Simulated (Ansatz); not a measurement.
# TaC3: a trial structure relaxed

The task: take a trial cell of TaC3 to zero force and stress.

Computed with Ansatz 0.2.0 (DFT PBE, scalar-relativistic, plane waves, PAW, unless a step's input says otherwise).

## (1) The structure to begin with

Symmetry: Pm-3m, No. 221, cubic system. Conventional cell: a = 4.057 Å, b = 4.057 Å, c = 4.057 Å, α = 90.00°, β = 90.00°, γ = 90.00°. Ta (site symmetry m-3m) has 6 C at 2.03 Å as nearest neighbours. C (site symmetry 4/mmm) has 2 Ta at 2.03 Å as nearest neighbours.

Coordinates:

```
CELL_PARAMETERS angstrom
4.05728 0.00000 0.00000
0.00000 4.05728 0.00000
0.00000 0.00000 4.05728
ATOMIC_POSITIONS crystal
Ta 0.50000 0.50000 0.50000
C 0.00000 0.50000 0.50000
C 0.50000 0.00000 0.50000
C 0.50000 0.50000 0.00000
```

Recipe of the guess: random cell by space group and Wyckoff sites (Pm-3m, No. 221). The dimensions are guesses.

## (2) Probe: one point on a coarse mesh

The input, input.yaml:

```yaml
crystal:
  lattice:
    - [4.05727756, 0.0, 0.0]
    - [0.0, 4.05727756, 0.0]
    - [0.0, 0.0, 4.05727756]
  atoms:
    - { symbol: Ta, position: [0.5, 0.5, 0.5] }
    - { symbol: C, position: [0.0, 0.5, 0.5] }
    - { symbol: C, position: [0.5, 0.0, 0.5] }
    - { symbol: C, position: [0.5, 0.5, 0.0] }
basis:
  ecutwfc: 420
kpoints:
  mp_grid: { grid: [4, 4, 4] }
hamiltonian:
  xc: pbe
scf:
  occupations: { method: gaussian, width: 0.1 }
  lower_state_search: "off"
output:
  forces: true
  stress: true
  eigenvalues: true
```

Launch:

```
ansatz run input.yaml --threads 1 --pin off --max-ram 2560MiB --backend cpu --events-out ev --progress --plain --runs-dir out
```

The program printed, cut to the lines that bear on the results:

```text
[...]
SCF converged after 7 iterations
Free energy (F): -10675.007375 eV
[...]
E sigma→0 (E₀):  -10675.001825 eV
Entropy (-TS):   -0.011101 eV (-2.775 meV/atom)
Fermi energy:    5.334229 eV
[...]
--- Forces (eV/Å), atoms counted from 1 ---
  atom   1  Ta     0.00000000    -0.00000000    -0.00000000
  atom   2  C      0.00000000    -0.00000000     0.00000000
  atom   3  C      0.00000000    -0.00000000    -0.00000000
  atom   4  C     -0.00000000     0.00000000     0.00000000
[...]
--- Stress (GPa, compression-positive) ---
       12.986473       0.000000       0.000000
        0.000000      12.986473       0.000000
        0.000000       0.000000      12.986473
  P = ⅓ Tr σ = 12.9865 GPa (129.865 kbar)
--- Band table (eV; the first three rows and the last of 10) ---
  k-point 0: bands = ["-60.6964", "-27.5481", "-27.5481", "-27.5481", "-6.1288", "-4.0019", "-4.0019", "3.9958", "3.9958", "3.9958", "6.3752", "6.3752", "6.3752", "7.4663", "7.4663", "7.4663", "7.4978"]
[...]
```

Run time: 1.6 s. Hardware: 1 thread of Intel Xeon Platinum 8259CL at 2.50GHz (Skylake/Cascade Lake), shared host; peak memory 0.35 GiB.

The probe gives pressure 13.0 GPa, largest force 0.00 eV/Å, gap on this mesh none (metal). A guess like this is first relaxed loosely on the coarse mesh.

## (3) Coarse relaxation

Changes to input.yaml since step 2:

```diff
@@ -23 +23,6 @@
   eigenvalues: true
+relax:
+  adjacent_minimum: "off"
+  f_tol: 0.04
+  max_steps: 70
+  cell: { stress_tol: 0.4 }
```

Launch:

```
ansatz run input.yaml --threads 1 --pin off --max-ram 2560MiB --backend cpu --events-out ev --progress --plain --runs-dir out
```

The program printed, cut to the lines that bear on the results:

```text
Warning: RAYON_NUM_THREADS=1 ignored (pool sized by the plan → 1); use --threads N
[...]
Pseudopotentials: kind: paw
Pseudopotential: Ta, paw, valence charge 13, recommended cutoff 420 eV (normal), Ta.paw.azcp
Pseudopotential: C, paw, valence charge 4, recommended cutoff 420 eV (normal), C.paw.azcp
Functional definition: PBE
[...]
Crystal: 4 atoms, lattice volume = 66.789 Å³
Basis set: ecut = 420 eV, 1309 PW (Γ), exchange–correlation on 60×60×60 points (8 copies of the dense FFT grid, shifted against one another)
Bands: 17, of which v1, the nominal top of the filled ones, is band 13 counted from 1 (12 counted from 0)
Symmetry: 48 space group operations
Space group: Pm-3m (ITA 221), of the structure as read, at distance tolerance 4.1e-5 Å
k-points: 10 of 64
[...]
SCF iter   1: F=—  HF=-10675.007258 eV  |F-HF|=—  |Δ(HF+E_count)|=         —  Δρ=5.07e-3  dr2=1.40e-2  ethr=1.77e-3  ⟨swp⟩=4.9  Hψ=845  notcnv=0
[...]
        0.000000       0.175840      -0.000000
        0.000000      -0.000000       0.175840
  P = ⅓ Tr σ = 0.1758 GPa (1.758 kbar)
--- Band table (eV; the first three rows and the last of 10) ---
  k-point 0: bands = ["-61.9976", "-28.7088", "-28.7088", "-28.7088", "-6.6929", "-4.7023", "-4.7023", "3.0632", "3.0632", "3.0632", "5.4326", "5.4326", "5.4326", "6.2819", "6.2819", "6.2819", "6.4993"]
[...]
--- Relaxed structure (2 steps of the walk, 2 accepted, 1 SCFs on fresh bases) ---
  F+E_penalty+E_count = -10675.25980598 eV   max|allowed force component| = 9.532e-31 eV/Å   (the final SCF, on the basis selected at the relaxed cell)
  cell:  # Å, volume = 73.3942 Å³
    - [4.186849073955761, 5.135813185032629e-34, 1.5407439555097887e-33]
    - [5.135813185032629e-34, 4.186849073955761, 0.0]
    - [1.5407439555097887e-33, 0.0, 4.186849073955761]
  atoms:
    - { symbol: Ta, position: [0.5, 0.5, 0.5] }
    - { symbol: C, position: [4.326558563638871e-37, 0.5, 0.5] }
    - { symbol: C, position: [0.5, -9.966536691240536e-37, 0.5] }
    - { symbol: C, position: [0.5, 0.5, 1.3906795383124638e-37] }
```

Run time: 5.9 s. Hardware: 1 thread of Intel Xeon Platinum 8259CL at 2.50GHz (Skylake/Cascade Lake), shared host; peak memory 0.38 GiB.

Step by step:

| step | E - E(step 1) (eV/cell) | largest force component (eV/Å) | pressure (GPa) | volume (Å³) |
| --- | --- | --- | --- | --- |
| 1 | 0.0000 | 0.0000 | 12.99 | 66.79 |
| 2 | -0.2374 | 0.0000 | -0.07 | 73.39 |
| 3 | -0.2524 | 0.0000 | 0.18 | 73.39 |

Step 1 is the start. Step 3 repeats the geometry before it on a plane-wave basis chosen anew for that cell, so its energy need not be comparable with the rows above.

|  | before | after | change |
| --- | --- | --- | --- |
| a (Å) | 4.057 | 4.187 | +3.2 % |
| b (Å) | 4.057 | 4.187 | +3.2 % |
| c (Å) | 4.057 | 4.187 | +3.2 % |
| volume (Å³/atom) | 16.70 | 18.35 | +9.9 % |
| shortest distance (Å) | 2.029 | 2.093 | +3.2 % |
| space group (0.01 Å) | Pm-3m | Pm-3m | same |

Forces and stress were held to the start's 48 operations: a distortion of lower symmetry was not tested.

## (4) Final relaxation

The end of the coarse run is made exact in the group found at a tolerance of 0.06 Å and reduced to its primitive cell.

The input, input.yaml:

```yaml
crystal:
  lattice:
    - [4.186849074, 0.0, 0.0]
    - [0.0, 4.186849074, 0.0]
    - [0.0, 0.0, 4.186849074]
  atoms:
    - { symbol: Ta, position: [0.5, 0.5, 0.5] }
    - { symbol: C, position: [0.0, 0.5, 0.5] }
    - { symbol: C, position: [0.5, 0.0, 0.5] }
    - { symbol: C, position: [0.5, 0.5, 0.0] }
basis:
  ecutwfc: 420
kpoints:
  mp_grid: { grid: [12, 12, 12] }
hamiltonian:
  xc: pbe
scf:
  occupations: { method: gaussian, width: 0.1 }
output:
  forces: true
  stress: true
  eigenvalues: true
  write_density: true
  write_potential: true
  elf: true
  volumetric_format: npy
relax:
  adjacent_minimum: "off"
  f_tol: 0.01
  max_steps: 80
  cell: { stress_tol: 0.05 }
```

Launch:

```
ansatz run input.yaml --threads 1 --pin off --max-ram 2560MiB --backend cpu --events-out ev --progress --plain --runs-dir out
```

The program printed:

```text
Warning: RAYON_NUM_THREADS=1 ignored (pool sized by the plan → 1); use --threads N
Engine: ansatz 0.2.0, x86_64-unknown-linux-gnu
[... 4 set-up lines as earlier in the session ...]
  parameter kappa = 0.804
  parameter beta = 0.06672455060314922
  exchange = pbe_x(kappa = kappa, mu = beta*pi^2/3)
  correlation = pbe_c(beta = beta)
Crystal: 4 atoms, lattice volume = 73.394 Å³
Basis set: ecut = 420 eV, 1365 PW (Γ), exchange–correlation on 60×60×60 points (8 copies of the dense FFT grid, shifted against one another)
Bands: 17, of which v1, the nominal top of the filled ones, is band 13 counted from 1 (12 counted from 0)
[... 1 set-up line as earlier in the session ...]
Space group: Pm-3m (ITA 221), of the structure as read, at distance tolerance 4.2e-5 Å
k-points: 84 of 1728
Non-local potential: Ta, projectors of the file, l = 0: 3, l = 1: 2, l = 2: 2, l = 3: 1
Non-local potential: C, projectors of the file, l = 0: 2, l = 1: 2, l = 2: 1
PAW form: soft (Blöchl's): semilocal exchange-correlation on the pseudo side does not see the compensation charge
PAW one-centre angular grid: Ta, 590 points (default); XC on 64 Gauss nodes
PAW one-centre angular grid: C, 110 points (default); XC on 64 Gauss nodes
Initial density: superposition of atomic densities (neutral atoms: chi_scale 0, normalization atom), corrected by the library's trained network
Initial wavefunctions: pseudopotential atomic-orbital guess
Functional: x = pbe(κ = 0.804, μ = 0.2195149727645171), c = pbe(β = 0.06672455060314922)
SCF iter   1: F=—  HF=-10675.161539 eV  |F-HF|=—  |Δ(HF+E_count)|=         —  Δρ=5.65e-3  dr2=2.14e-2  ethr=1.77e-3  ⟨swp⟩=4.6  Hψ=7159  notcnv=0
preconditioner: auto → LDOS  [metal: Δε(μ)=0.022 eV  Ē_g=6.494 eV  σ=0.100 eV  W_gap=0.12  n_scr=18 (ndim 8)  ℏωp=17.9 eV  f_vac=0.123  D(μ)=2.48/eV (n_scr^D=18)  β→1.0]
SCF iter   2: F=—  HF=-10675.159296 eV  |F-HF|=—  |Δ(HF+E_count)|=   2.24e-3  Δρ=1.23e-3  dr2=8.59e-4  ethr=8.55e-5  ⟨swp⟩=2.2  Hψ=2745  notcnv=0
SCF iter   3: F=—  HF=-10675.159373 eV  |F-HF|=—  |Δ(HF+E_count)|=   7.72e-5  Δρ=4.93e-4  dr2=1.71e-4  ethr=3.43e-6  ⟨swp⟩=2.4  Hψ=2431  notcnv=0
SCF iter   4: F=—  HF=-10675.159347 eV  |F-HF|=—  |Δ(HF+E_count)|=   2.59e-5  Δρ=6.76e-5  dr2=4.62e-6  ethr=6.83e-7  ⟨swp⟩=2.0  Hψ=2122  notcnv=0
SCF iter   5: F=—  HF=-10675.159513 eV  |F-HF|=—  |Δ(HF+E_count)|=   1.66e-4  Δρ=1.20e-5  dr2=1.04e-7  ethr=1.85e-8  ⟨swp⟩=2.0  Hψ=2143  notcnv=0
SCF iter   6: F=-10675.159513 eV  HF=-10675.159513 eV  |F-HF|=1.40e-9  |Δ(HF+E_count)|=   1.71e-8  Δρ=1.71e-6  dr2=1.88e-9  ethr=4.00e-10  ⟨swp⟩=9.6  Hψ=9545  notcnv=0
SCF 1 converged in 6 iterations: F = -10675.159513 eV  dr2 = 1.88e-9
relax step   1: F+E_penalty+E_count = -10675.15951328 eV  Δ(F+E_penalty+E_count) = +0.000e0 eV  max|allowed force component| = 6.219e-29 eV/Å  Δτ_max = 0.0000 Å  P = +1.347 GPa  Ω = 73.394 Å³  (6 SCF iters, dr2 threshold 1.00e-7 eV, accepted)
Crystal: 4 atoms, lattice volume = 74.358 Å³
Basis set: ecut = 420 eV, 1419 PW (Γ), exchange–correlation on 60×60×60 points (8 copies of the dense FFT grid, shifted against one another)
Initial density: handed on by an earlier stage of this run
Initial wavefunctions: those handed on with the density
iter 1 solved again at ethr=7.10e-6 eV; its pass at ethr=3.10e-3 eV (dr2=1.78e-3 eV) is discarded
SCF iter   1: F=—  HF=-10675.162229 eV  |F-HF|=—  |Δ(HF+E_count)|=         —  Δρ=9.95e-4  dr2=1.56e-3  ethr=7.10e-6  ⟨swp⟩=2.2  Hψ=9856  notcnv=0
preconditioner: auto → LDOS  [metal: Δε(μ)=0.034 eV  Ē_g=6.455 eV  σ=0.100 eV  W_gap=0.19  n_scr=18 (ndim 8)  ℏωp=17.8 eV  f_vac=0.132  D(μ)=2.43/eV (n_scr^D=18)  β→1.0]
SCF iter   2: F=—  HF=-10675.161792 eV  |F-HF|=—  |Δ(HF+E_count)|=   4.36e-4  Δρ=6.42e-4  dr2=3.41e-4  ethr=6.25e-6  ⟨swp⟩=2.0  Hψ=2139  notcnv=0
SCF iter   3: F=—  HF=-10675.161935 eV  |F-HF|=—  |Δ(HF+E_count)|=   1.43e-4  Δρ=1.10e-4  dr2=1.64e-5  ethr=1.37e-6  ⟨swp⟩=2.0  Hψ=2083  notcnv=0
SCF iter   4: F=—  HF=-10675.161934 eV  |F-HF|=—  |Δ(HF+E_count)|=   1.37e-6  Δρ=2.84e-5  dr2=9.56e-7  ethr=6.56e-8  ⟨swp⟩=2.6  Hψ=2115  notcnv=0
SCF iter   5: F=-10675.161933 eV  HF=-10675.161933 eV  |F-HF|=1.41e-9  |Δ(HF+E_count)|=   2.37e-7  Δρ=2.80e-6  dr2=7.10e-9  ethr=1.60e-9  ⟨swp⟩=10.2  Hψ=10961  notcnv=0
SCF 2 converged in 5 iterations: F = -10675.161933 eV  dr2 = 7.10e-9
relax step   2: F+E_penalty+E_count = -10675.16193346 eV  Δ(F+E_penalty+E_count) = -2.420e-3 eV  max|allowed force component| = 2.046e-30 eV/Å  Δτ_max = 0.0000 Å  P = -0.075 GPa  Ω = 74.358 Å³  energy of the carried Pulay correction = -1.372e-3 eV  (5 SCF iters, dr2 threshold 4.00e-7 eV, accepted)
Crystal: 4 atoms, lattice volume = 74.307 Å³
iter 1 solved again at ethr=1.94e-8 eV; its pass at ethr=3.10e-3 eV (dr2=4.84e-6 eV) is discarded
SCF iter   1: F=—  HF=-10675.161844 eV  |F-HF|=—  |Δ(HF+E_count)|=         —  Δρ=5.15e-5  dr2=4.28e-6  ethr=1.94e-8  ⟨swp⟩=2.1  Hψ=9760  notcnv=0
preconditioner: auto → LDOS  [metal: Δε(μ)=0.043 eV  Ē_g=6.458 eV  σ=0.100 eV  W_gap=0.24  n_scr=18 (ndim 8)  ℏωp=17.8 eV  f_vac=0.127  D(μ)=2.39/eV (n_scr^D=18)  β→1.0]
SCF iter   2: F=—  HF=-10675.162018 eV  |F-HF|=—  |Δ(HF+E_count)|=   1.74e-4  Δρ=3.41e-5  dr2=1.05e-6  ethr=1.71e-8  ⟨swp⟩=2.0  Hψ=2164  notcnv=0
SCF iter   3: F=—  HF=-10675.162018 eV  |F-HF|=—  |Δ(HF+E_count)|=   1.25e-7  Δρ=5.83e-6  dr2=3.92e-8  ethr=4.21e-9  ⟨swp⟩=2.0  Hψ=2041  notcnv=0
SCF iter   4: F=-10675.162018 eV  HF=-10675.162018 eV  |F-HF|=8.91e-10  |Δ(HF+E_count)|=   2.75e-9  Δρ=1.36e-6  dr2=1.88e-9  ethr=5.57e-11  ⟨swp⟩=7.6  Hψ=7824  notcnv=0
SCF 3 converged in 4 iterations: F = -10675.162018 eV  dr2 = 1.88e-9
relax step   3: F+E_penalty+E_count = -10675.16201805 eV  Δ(F+E_penalty+E_count) = -8.458e-5 eV  max|allowed force component| = 6.903e-31 eV/Å  Δτ_max = 0.0000 Å  P = -0.001 GPa  Ω = 74.307 Å³  energy of the carried Pulay correction = -1.300e-3 eV  (4 SCF iters, dr2 threshold 1.39e-8 eV, accepted)
Initial wavefunctions: pseudopotential atomic-orbital guess (no wavefunctions were taken with the density)
iter 1 solved again at ethr=5.33e-9 eV; its pass at ethr=3.10e-3 eV (dr2=1.33e-6 eV) is discarded
SCF iter   1: F=—  HF=-10675.162887 eV  |F-HF|=—  |Δ(HF+E_count)|=         —  Δρ=1.11e-4  dr2=4.21e-7  ethr=5.33e-9  ⟨swp⟩=4.1  Hψ=12194  notcnv=0
preconditioner: auto → LDOS  [metal: Δε(μ)=0.043 eV  Ē_g=6.458 eV  σ=0.100 eV  W_gap=0.24  n_scr=18 (ndim 8)  ℏωp=17.8 eV  f_vac=0.129  D(μ)=2.39/eV (n_scr^D=18)  β→1.0]
SCF iter   2: F=—  HF=-10675.163427 eV  |F-HF|=—  |Δ(HF+E_count)|=   5.41e-4  Δρ=6.79e-6  dr2=1.23e-8  ethr=1.69e-9  ⟨swp⟩=2.8  Hψ=2528  notcnv=0
SCF iter   3: F=—  HF=-10675.163427 eV  |F-HF|=—  |Δ(HF+E_count)|=   2.98e-8  Δρ=1.22e-6  dr2=1.41e-9  ethr=4.90e-11  ⟨swp⟩=2.1  Hψ=2157  notcnv=0
SCF iter   4: F=—  HF=-10675.163427 eV  |F-HF|=—  |Δ(HF+E_count)|=  2.09e-10  Δρ=4.07e-7  dr2=1.34e-10  ethr=5.65e-12  ⟨swp⟩=2.0  Hψ=2139  notcnv=0
SCF iter   5: F=-10675.163427 eV  HF=-10675.163427 eV  |F-HF|=8.15e-10  |Δ(HF+E_count)|=  5.46e-12  Δρ=2.10e-7  dr2=1.51e-11  ethr=1.00e-12  ⟨swp⟩=6.7  Hψ=6592  notcnv=0
SCF 4 converged in 5 iterations: F = -10675.163427 eV  dr2 = 1.51e-11
relax step   4: F+E_penalty+E_count = -10675.16342738 eV  Δ(F+E_penalty+E_count) = -1.409e-3 eV  max|allowed force component| = 6.409e-31 eV/Å  Δτ_max = 0.0000 Å  P = +0.022 GPa  Ω = 74.307 Å³  stress off target by 2.18e-2 GPa  SCF on the basis re-selected at this cell (its energy is not comparable with the rows above)  (5 SCF iters)
basis re-selected at this cell: Δ(F+E_penalty+E_count) = -1.409e-3 eV, ΔP = +0.023 GPa vs the last step (what re-selecting the basis moved, of the pressure what is left beyond the Pulay correction that the steps carried, after the strain that the cell walked since its last selection, with what the two solves' SCF thresholds leave and, on support functions, any second-order correction that the steps lacked; it is no measure of the basis error at this ecutwfc). This SCF's stress stands 2.18e-2 GPa from its target on what of the cell is left free (relax.cell.stress_tol is 5.00e-2 GPa) and its largest allowed force component is 6.41e-31 eV/Å (relax.f_tol is 1.00e-2 eV/Å): within both
SCF converged after 5 iterations
Free energy (F): -10675.163427 eV
Harris-Foulkes:  -10675.163427 eV  (|F-HF|=8.15e-10)
Internal energy: -10675.151485 eV  (E = F + TS)
E sigma→0 (E₀):  -10675.157456 eV
Entropy (-TS):   -0.011942 eV (-2.985 meV/atom)
Fermi energy:    4.371762 eV
--- Per-component energies (eV) ---
  E_band       = -301.571441
  E_kinetic    = 601.762789
  E_local      = -1758.031356  (includes V_loc(G=0)·N_el)
  E_nonlocal   = 100.091297
  E_hartree    = 626.367983
  E_xc         = -352.620882
  E_vxc        = -368.880669  (∫ρ·V_xc dr)
  E_paw        = -8691.282847  (= ΣΔE_a)
  E_vpaw       = -129.249473  (= ΣTr[D̂ρ^β])
  E_aug_tail   = 0.000137  (compensation charges beyond the density's cutoff)
  E_ewald      = -1201.438607
  E_smearing   = -0.011942  (= −TS)
  E_closure    = 0.000000  (closes the sum)
  Σ components = -10675.163427   (vs F -10675.163427, Δ=0.00e0)
--- Forces (eV/Å), atoms counted from 1 ---
  atom   1  Ta     0.00000000    -0.00000000     0.00000000
  atom   2  C      0.00000000    -0.00000000    -0.00000000
  atom   3  C     -0.00000000     0.00000000     0.00000000
  atom   4  C      0.00000000    -0.00000000     0.00000000
  max |Σ_I F_I| component: 1.18e-30 eV/Å
--- Stress (GPa, compression-positive) ---
        0.021768       0.000000      -0.000000
        0.000000       0.021768      -0.000000
       -0.000000      -0.000000       0.021768
  P = ⅓ Tr σ = 0.0218 GPa (0.218 kbar)
--- Band table (eV; the first three rows and the last of 84) ---
  k-point 0: bands = ["-62.1597", "-28.8521", "-28.8521", "-28.8521", "-6.7381", "-4.7594", "-4.7594", "2.9698", "2.9698", "2.9698", "5.3350", "5.3350", "5.3350", "6.1745", "6.1745", "6.1745", "6.3827"]
  k-point 1: bands = ["-62.1597", "-28.8533", "-28.8520", "-28.8520", "-6.6952", "-4.7555", "-4.7319", "2.8420", "2.9664", "2.9664", "5.0499", "5.0499", "5.2982", "5.9019", "6.0026", "6.0026", "6.3874"]
  k-point 2: bands = ["-62.1597", "-28.8563", "-28.8516", "-28.8516", "-6.5775", "-4.7449", "-4.6476", "2.4668", "2.9547", "2.9547", "4.5608", "4.5608", "5.2004", "5.3107", "5.9590", "5.9590", "6.4003"]
  k-point 83: bands = ["-62.1598", "-28.8643", "-28.8643", "-28.8643", "-3.7236", "-3.7236", "-3.7236", "-0.1561", "0.7946", "0.7946", "0.9571", "0.9571", "0.9571", "6.8422", "6.8422", "6.8422", "11.0844"]
--- Relaxed structure (3 steps of the walk, 3 accepted, 1 SCFs on fresh bases) ---
  F+E_penalty+E_count = -10675.16342738 eV   max|allowed force component| = 6.409e-31 eV/Å   (the final SCF, on the basis selected at the relaxed cell)
  cell:  # Å, volume = 74.3071 Å³
    - [4.204135282952125, 3.851859888774472e-34, 6.419766481290786e-35]
    - [5.135813185032629e-34, 4.204135282952125, 0.0]
    - [1.925929944387236e-34, 0.0, 4.204135282952125]
  atoms:
    - { symbol: Ta, position: [0.5, 0.5, 0.5] }
    - { symbol: C, position: [-1.073321836416359e-34, 0.5, 0.5] }
    - { symbol: C, position: [0.5, -3.449963045623936e-35, 0.5] }
    - { symbol: C, position: [0.5, 0.5, -4.4082861138525913e-35] }
```

Wall time 35 s (1 thread of Intel Xeon Platinum 8259CL at 2.50GHz (Skylake/Cascade Lake), shared host); peak memory 0.46 GiB.

The steps of the relaxation:

| step | energy from step 1 (eV/cell) | largest force component (eV/Å) | pressure (GPa) | volume (Å³) |
| --- | --- | --- | --- | --- |
| 1 | 0.0000 | 0.0000 | 1.35 | 73.39 |
| 2 | -0.0024 | 0.0000 | -0.07 | 74.36 |
| 3 | -0.0025 | 0.0000 | 0.00 | 74.31 |
| 4 | -0.0039 | 0.0000 | 0.02 | 74.31 |

Step 1 is the start. Step 4 repeats the geometry before it on a plane-wave basis chosen anew for that cell, so its energy need not be comparable with the rows above.

|  | before | after | change |
| --- | --- | --- | --- |
| a (Å) | 4.187 | 4.204 | +0.4 % |
| b (Å) | 4.187 | 4.204 | +0.4 % |
| c (Å) | 4.187 | 4.204 | +0.4 % |
| volume (Å³/atom) | 18.35 | 18.58 | +1.2 % |
| shortest distance (Å) | 2.093 | 2.102 | +0.4 % |
| space group (0.01 Å) | Pm-3m | Pm-3m | same |

The run keeps the 48 symmetry operations of the start, so it could not have lowered the symmetry.

Density in a lattice plane of the grid's cell (edges 4.20 and 4.20 Å, at 0.500 of the third edge), which holds Ta and C.

Values in e/Å³, 12 rows by 12 columns:
```
0.02 0.03 0.07 0.19 0.59 1.40 2.00 1.40 0.59 0.19 0.07 0.03
0.06 0.07 0.09 0.18 0.41 0.87 1.20 0.87 0.41 0.18 0.09 0.07
0.21 0.19 0.18 0.20 0.33 0.64 0.87 0.64 0.33 0.20 0.18 0.19
0.66 0.59 0.41 0.33 0.68 1.84 2.62 1.84 0.68 0.33 0.41 0.59
1.32 1.40 0.87 0.64 1.84 4.10 4.48 4.10 1.84 0.64 0.87 1.40
1.50 2.00 1.20 0.87 2.62 4.48 3.09 4.48 2.62 0.87 1.20 2.00
1.32 1.40 0.87 0.64 1.84 4.10 4.48 4.10 1.84 0.64 0.87 1.40
0.66 0.59 0.41 0.33 0.68 1.84 2.62 1.84 0.68 0.33 0.41 0.59
0.21 0.19 0.18 0.20 0.33 0.64 0.87 0.64 0.33 0.20 0.18 0.19
0.06 0.07 0.09 0.18 0.41 0.87 1.20 0.87 0.41 0.18 0.09 0.07
0.02 0.03 0.07 0.19 0.59 1.40 2.00 1.40 0.59 0.19 0.07 0.03
0.02 0.02 0.06 0.21 0.66 1.32 1.50 1.32 0.66 0.21 0.06 0.02
```
Columns run along the first of these edges and rows up along the second, over one cell in 12 and 12 even steps from the bottom left corner. Atoms in the plane (fractional): Ta at (0.50, 0.50), C at (1.00, 0.50), C at (0.50, 1.00).

ELF in the same plane.

Ten even steps from '0' (0.00) to '9' (0.89):
```
000024678764346787642000
000123678999999987632100
111123578999999987532111
333333346677777664333333
666543222334443322234566
778764212244544221246787
788985323577777532358988
568996335777677753369986
148996446763136764469984
037997447751015774479973
148996446763136764469984
568996335777677753369986
788985323577777532358988
778764212244544221246787
666543222334443322234566
333333346677777664333333
111123578999999987532111
000123678999999987632100
000024678764346787642000
000024677641014677642000
```
Columns run along the first of these edges and rows up along the second, over one cell in 24 and 20 even steps from the bottom left corner. Atoms in the plane (fractional): Ta at (0.50, 0.50), C at (1.00, 0.50), C at (0.50, 1.00).

Both are smooth fields of the valence electrons: close to the nuclei they are not physical.

Maxima of ELF outside the ion cores: 0.91 in the shell around C, 0.6 Å from C.

## (5) What came out

```
                              quantity                                                                      value
symmetry at the end (tolerance 0.05 Å)                                                space group Pm-3m (No. 221)
                     conventional cell  a = 4.204 Å, b = 4.204 Å, c = 4.204 Å, α = 90.00°, β = 90.00°, γ = 90.00°
                                volume                                                              18.58 Å³/atom
              energy over the elements                                                              +2.48 eV/atom
                       gap on the mesh                                                               none (metal)
```

In words: The space group Pm-3m (No. 221) is kept, and the volume per atom grows by 11.3 % from the first guess. The formation energy is positive, so the separate elements lie lower. No finished test with a distortion of lower symmetry is shown, so the end may be a saddle point. The runs treat Ta without spin-orbit coupling.
